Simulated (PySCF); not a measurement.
**A gas-phase reaction: CH4AlClS + H2O → CH4AlClO + H2S**

What reaction energy should one expect for `[CH3][Al]([SH])[Cl]` + `O` → `[CH3][Al]([OH])[Cl]` + `S`?

Computed with PySCF 2.14.0; each step states its level. No surroundings beyond the atoms listed, unless a continuum is named. Atoms count from 0, parts from 1.

### 1 Starting point

Each species was relaxed by itself at PBE0-D3(BJ)/def2-SVPD.

### 2 Energies of the species: wB97M-D3(BJ)/def2-TZVPD

The job: settings as JSON, then the geometry in Å.

```
{"job": {"kind": "react", "xc": "wB97M-D3(BJ)", "basis": "def2-TZVPD"}, "charge": 0, "multiplicity": 1}
-1 CH4AlClS charge 0 multiplicity 1
C      0.378760     0.929900     0.619520
Al    -0.570120    -0.658440     0.042800
S     -0.228660    -1.666930    -1.867550
Cl    -2.044180    -1.579460     1.250950
H     -0.045230     1.337160     1.549030
H      0.344740     1.717250    -0.149580
H      1.441310     0.703650     0.802980
H      0.723290    -0.783070    -2.247450

-1 H2O charge 0 multiplicity 1
O      0.002250     0.389360    -0.005110
H     -0.764000    -0.190290     0.001100
H      0.761760    -0.199040     0.004000

+1 CH4AlClO charge 0 multiplicity 1
C      0.431780     0.948340     0.782100
Al    -0.379780    -0.493820    -0.212620
O      0.290210    -0.988720    -1.704250
Cl    -2.111510    -1.516560     0.468240
H     -0.067610     1.132780     1.743360
H      0.404850     1.881340     0.197180
H      1.493300     0.730600     0.978880
H     -0.056800    -1.687670    -2.258630

+1 H2S charge 0 multiplicity 1
S     -0.004060     0.615440    -0.005020
H     -0.982490    -0.314570     0.008860
H      0.967240    -0.322110    -0.002040
```

Level: wB97M-D3(BJ)/def2-TZVPD reaction energy of separated species, gas phase.

Launch:

```bash
$ OMP_NUM_THREADS=1 python cluster_run.py task.json out
```

One launch serves the whole session: the jobs run in the order shown.

Output:

```text
species 1 (CH4AlClS)
coarse grid: 34056 points
cycle   1  E = -1141.6102180249  dE =  1.201e-01  |g| = 3.747e-01  |ddm| = 2.340e+00
cycle   2  E = -1141.6420520149  dE = -3.183e-02  |g| = 2.719e-01  |ddm| = 7.870e-01
cycle   3  E = -1141.6592045582  dE = -1.715e-02  |g| = 2.617e-02  |ddm| = 2.904e-01
cycle   4  E = -1141.6595079869  dE = -3.034e-04  |g| = 7.944e-03  |ddm| = 4.715e-02
cycle   5  E = -1141.6595532515  dE = -4.526e-05  |g| = 2.843e-03  |ddm| = 2.128e-02
cycle   6  E = -1141.6595571100  dE = -3.859e-06  |g| = 8.045e-04  |ddm| = 4.072e-03
final grid: 68080 points
cycle   7  E = -1141.6595451523  dE = -3.888e-07  |g| = 4.823e-04  |ddm| = 5.010e-03
cycle   8  E = -1141.6595452232  dE = -7.097e-08  |g| = 3.455e-04  |ddm| = 9.108e-04
cycle   9  E = -1141.6595452550  dE = -3.176e-08  |g| = 5.900e-05  |ddm| = 3.126e-04
cycle  10  E = -1141.6595452597  dE = -4.765e-09  |g| = 2.623e-05  |ddm| = 2.022e-04
cycle  11  E = -1141.6595452601  dE = -3.160e-10  |g| = 4.136e-06  |ddm| = 4.220e-05
converged SCF energy = -1141.6595452601

species 2 (H2O)
coarse grid: 10128 points
cycle   1  E = -76.4117498795  dE = -7.453e-02  |g| = 5.872e-01  |ddm| = 8.994e-01
cycle   2  E = -76.4087429663  dE =  3.007e-03  |g| = 6.461e-01  |ddm| = 5.038e-01
cycle   3  E = -76.4759334779  dE = -6.719e-02  |g| = 2.731e-02  |ddm| = 2.374e-01
cycle   4  E = -76.4760586810  dE = -1.252e-04  |g| = 5.497e-03  |ddm| = 1.609e-02
cycle   5  E = -76.4760673578  dE = -8.677e-06  |g| = 8.214e-04  |ddm| = 5.831e-03
final grid: 21952 points
cycle   6  E = -76.4760630100  dE = -1.975e-07  |g| = 5.843e-04  |ddm| = 1.373e-03
cycle   7  E = -76.4760630168  dE = -6.841e-09  |g| = 6.466e-04  |ddm| = 6.469e-04
cycle   8  E = -76.4760630805  dE = -6.363e-08  |g| = 3.199e-05  |ddm| = 2.236e-04
cycle   9  E = -76.4760630813  dE = -8.228e-10  |g| = 4.134e-06  |ddm| = 1.105e-04
converged SCF energy = -76.4760630813

species 3 (CH4AlClO)
coarse grid: 32920 points
cycle   1  E = -818.5796948707  dE =  1.465e-01  |g| = 7.581e-01  |ddm| = 2.367e+00
cycle   2  E = -818.5561958016  dE =  2.350e-02  |g| = 9.088e-01  |ddm| = 1.156e+00
cycle   3  E = -818.6958400112  dE = -1.396e-01  |g| = 6.456e-02  |ddm| = 5.639e-01
cycle   4  E = -818.6968720716  dE = -1.032e-03  |g| = 2.837e-02  |ddm| = 9.802e-02
cycle   5  E = -818.6970635885  dE = -1.915e-04  |g| = 4.330e-03  |ddm| = 3.182e-02
cycle   6  E = -818.6970764472  dE = -1.286e-05  |g| = 1.293e-03  |ddm| = 1.109e-02
cycle   7  E = -818.6970773321  dE = -8.849e-07  |g| = 5.996e-04  |ddm| = 2.508e-03
final grid: 67544 points
cycle   8  E = -818.6970903453  dE = -1.708e-07  |g| = 5.109e-04  |ddm| = 4.776e-03
cycle   9  E = -818.6970903748  dE = -2.951e-08  |g| = 4.080e-04  |ddm| = 9.716e-04
cycle  10  E = -818.6970904142  dE = -3.942e-08  |g| = 3.629e-05  |ddm| = 3.199e-04
cycle  11  E = -818.6970904150  dE = -8.004e-10  |g| = 2.922e-05  |ddm| = 1.001e-04
converged SCF energy = -818.6970904150

species 4 (H2S)
coarse grid: 11264 points
cycle   1  E = -399.4336012905  dE = -1.424e-01  |g| = 1.945e-01  |ddm| = 1.016e+00
cycle   2  E = -399.4459453251  dE = -1.234e-02  |g| = 1.106e-01  |ddm| = 2.399e-01
cycle   3  E = -399.4491446934  dE = -3.199e-03  |g| = 1.578e-02  |ddm| = 9.278e-02
cycle   4  E = -399.4492190353  dE = -7.434e-05  |g| = 4.851e-03  |ddm| = 1.790e-02
cycle   5  E = -399.4492312725  dE = -1.224e-05  |g| = 9.336e-04  |ddm| = 7.536e-03
cycle   6  E = -399.4492320037  dE = -7.312e-07  |g| = 1.776e-04  |ddm| = 2.124e-03
final grid: 22496 points
cycle   7  E = -399.4492196373  dE = -2.324e-08  |g| = 1.134e-04  |ddm| = 6.075e-04
cycle   8  E = -399.4492196403  dE = -2.976e-09  |g| = 6.804e-05  |ddm| = 1.499e-04
cycle   9  E = -399.4492196411  dE = -7.665e-10  |g| = 8.734e-06  |ddm| = 5.991e-05
converged SCF energy = -399.4492196411

Reaction energy = -6.281 kcal/mol
```

Wall time 34 s (1 thread of Arm Neoverse V1, shared host); peak memory 0.78 GiB.

Species by species (with the dispersion term, which the log's SCF energies lack):

| ν | species | energy (Eh) | HOMO (eV) |
| --- | --- | --- | --- |
| -1 | [CH3][Al]([SH])[Cl] | -1141.66728 | -10.13 |
| -1 | O | -76.47682 | -11.72 |
| +1 | [CH3][Al]([OH])[Cl] | -818.70355 | -11.10 |
| +1 | S | -399.45056 | -9.89 |

### 3 Reaction energy: PBE0-D3(BJ)/def2-TZVPD

The job, as its differences from that of step 2:

```diff
@@ -1,2 +1,2 @@
-{"job": {"kind": "react", "xc": "wB97M-D3(BJ)", "basis": "def2-TZVPD"}, "charge": 0, "multiplicity": 1}
+{"job": {"kind": "react", "xc": "PBE0", "basis": "def2-TZVPD", "disp": "d3bj"}, "charge": 0, "multiplicity": 1}
 -1 CH4AlClS charge 0 multiplicity 1
```

With the program's defaults for keys left out, this is: PBE0-D3(BJ)/def2-TZVPD reaction energy of separated species, gas phase.

Output:

```text
species 1 (CH4AlClS)
coarse grid: 8440 points
cycle   1  E = -1141.0069535496  dE =  8.948e-02  |g| = 4.424e-01  |ddm| = 2.474e+00
cycle   2  E = -1140.9989886983  dE =  7.965e-03  |g| = 4.924e-01  |ddm| = 1.030e+00
cycle   3  E = -1141.0612105474  dE = -6.222e-02  |g| = 3.213e-02  |ddm| = 4.905e-01
cycle   4  E = -1141.0613869625  dE = -1.764e-04  |g| = 1.498e-02  |ddm| = 4.294e-02
cycle   5  E = -1141.0614487442  dE = -6.178e-05  |g| = 2.664e-03  |ddm| = 1.757e-02
cycle   6  E = -1141.0614504140  dE = -1.670e-06  |g| = 1.010e-03  |ddm| = 3.236e-03
final grid: 68080 points
cycle   7  E = -1141.0604631797  dE = -2.418e-05  |g| = 7.405e-03  |ddm| = 1.038e-01
cycle   8  E = -1141.0604566740  dE =  6.506e-06  |g| = 8.425e-03  |ddm| = 1.281e-02
cycle   9  E = -1141.0604744022  dE = -1.773e-05  |g| = 7.160e-04  |ddm| = 7.497e-03
cycle  10  E = -1141.0604745342  dE = -1.320e-07  |g| = 1.551e-04  |ddm| = 6.444e-04
cycle  11  E = -1141.0604745406  dE = -6.446e-09  |g| = 3.395e-05  |ddm| = 1.790e-04
cycle  12  E = -1141.0604745409  dE = -2.710e-10  |g| = 1.087e-05  |ddm| = 4.086e-05
converged SCF energy = -1141.0604745409

species 2 (H2O)
coarse grid: 2328 points
cycle   1  E = -76.3044305979  dE = -5.297e-03  |g| = 6.571e-01  |ddm| = 9.011e-01
cycle   2  E = -76.1882117373  dE =  1.162e-01  |g| = 1.036e+00  |ddm| = 7.256e-01
cycle   3  E = -76.3820303777  dE = -1.938e-01  |g| = 3.132e-02  |ddm| = 4.396e-01
cycle   4  E = -76.3822126794  dE = -1.823e-04  |g| = 5.864e-03  |ddm| = 1.606e-02
cycle   5  E = -76.3822178183  dE = -5.139e-06  |g| = 7.850e-04  |ddm| = 2.507e-03
final grid: 21952 points
cycle   6  E = -76.3808944437  dE = -1.510e-05  |g| = 3.448e-03  |ddm| = 9.309e-03
cycle   7  E = -76.3808924779  dE =  1.966e-06  |g| = 4.753e-03  |ddm| = 3.321e-03
cycle   8  E = -76.3808961943  dE = -3.716e-06  |g| = 2.518e-04  |ddm| = 1.965e-03
cycle   9  E = -76.3808962049  dE = -1.061e-08  |g| = 2.398e-05  |ddm| = 1.101e-04
cycle  10  E = -76.3808962050  dE = -1.120e-10  |g| = 3.293e-06  |ddm| = 1.515e-05
converged SCF energy = -76.3808962050

species 3 (CH4AlClO)
coarse grid: 7904 points
cycle   1  E = -818.0460317431  dE =  1.522e-01  |g| = 8.564e-01  |ddm| = 2.545e+00
cycle   2  E = -817.7640975862  dE =  2.819e-01  |g| = 1.471e+00  |ddm| = 1.554e+00
cycle   3  E = -818.1821646011  dE = -4.181e-01  |g| = 1.678e-01  |ddm| = 9.833e-01
cycle   4  E = -818.1881437679  dE = -5.979e-03  |g| = 5.294e-02  |ddm| = 1.773e-01
cycle   5  E = -818.1887300707  dE = -5.863e-04  |g| = 9.426e-03  |ddm| = 4.475e-02
cycle   6  E = -818.1887499331  dE = -1.986e-05  |g| = 3.621e-03  |ddm| = 1.277e-02
cycle   7  E = -818.1887525532  dE = -2.620e-06  |g| = 6.340e-04  |ddm| = 3.333e-03
final grid: 67544 points
cycle   8  E = -818.1859479360  dE = -2.698e-05  |g| = 7.080e-03  |ddm| = 9.192e-02
cycle   9  E = -818.1859373827  dE =  1.055e-05  |g| = 1.009e-02  |ddm| = 1.148e-02
cycle  10  E = -818.1859573981  dE = -2.002e-05  |g| = 1.225e-03  |ddm| = 6.843e-03
cycle  11  E = -818.1859576467  dE = -2.486e-07  |g| = 2.108e-04  |ddm| = 9.189e-04
cycle  12  E = -818.1859576570  dE = -1.032e-08  |g| = 5.627e-05  |ddm| = 2.159e-04
cycle  13  E = -818.1859576577  dE = -6.394e-10  |g| = 1.103e-05  |ddm| = 6.160e-05
converged SCF energy = -818.1859576577

species 4 (H2S)
coarse grid: 2864 points
cycle   1  E = -399.2518633663  dE = -9.250e-02  |g| = 1.630e-01  |ddm| = 1.023e+00
cycle   2  E = -399.2538575611  dE = -1.994e-03  |g| = 1.600e-01  |ddm| = 2.978e-01
cycle   3  E = -399.2614718238  dE = -7.614e-03  |g| = 1.497e-02  |ddm| = 1.477e-01
cycle   4  E = -399.2614864359  dE = -1.461e-05  |g| = 1.103e-03  |ddm| = 5.881e-03
cycle   5  E = -399.2614868162  dE = -3.804e-07  |g| = 6.136e-04  |ddm| = 1.717e-03
final grid: 22496 points
cycle   6  E = -399.2625175080  dE = -7.085e-06  |g| = 4.896e-03  |ddm| = 1.692e-02
cycle   7  E = -399.2625181406  dE = -6.327e-07  |g| = 3.960e-03  |ddm| = 6.698e-03
cycle   8  E = -399.2625210730  dE = -2.932e-06  |g| = 2.911e-04  |ddm| = 3.504e-03
cycle   9  E = -399.2625211008  dE = -2.777e-08  |g| = 3.582e-05  |ddm| = 2.357e-04
cycle  10  E = -399.2625211011  dE = -3.629e-10  |g| = 6.382e-06  |ddm| = 2.919e-05
converged SCF energy = -399.2625211011

Reaction energy = -3.750 kcal/mol
```

Run time: 18 s. Hardware: 1 thread of Arm Neoverse V1, shared host; peak memory 0.64 GiB.

Reaction energy at this level: -3.75 kcal/mol.

### 4 Side by side

Energies in kcal/mol, with wall time:

| run | reaction | time |
| --- | --- | --- |
| wB97M-D3(BJ)/def2-TZVPD | -6.28 | 34 s |
| PBE0-D3(BJ)/def2-TZVPD | -3.75 | 18 s |

### 5 Results

| quantity | value |
| --- | --- |
| reaction energy (wB97M-D3(BJ)/def2-TZVPD) | -6.28 kcal/mol |
| ΔH, ΔG at 298 K (xTB thermal terms) | -7.5, -7.5 kcal/mol |
| range of the reaction energy over the runs of this table | -6.28 to -3.75 kcal/mol |

**Reading.** The reaction is exothermic by 7.5 kcal/mol in the gas phase; dispersion gives +0.43, and xTB itself gave -24.25 for the electronic energy (xTB energies and thermal terms come from the earlier relaxation of each species, not shown). No barrier was sought. xTB and this level differ widely in the electronic energy, so what comes from xTB (the thermal terms above all) is less safe here. The reaction energy runs from -6.28 (wB97M-D3(BJ)/def2-TZVPD) to -3.75 kcal/mol (PBE0-D3(BJ)/def2-TZVPD).
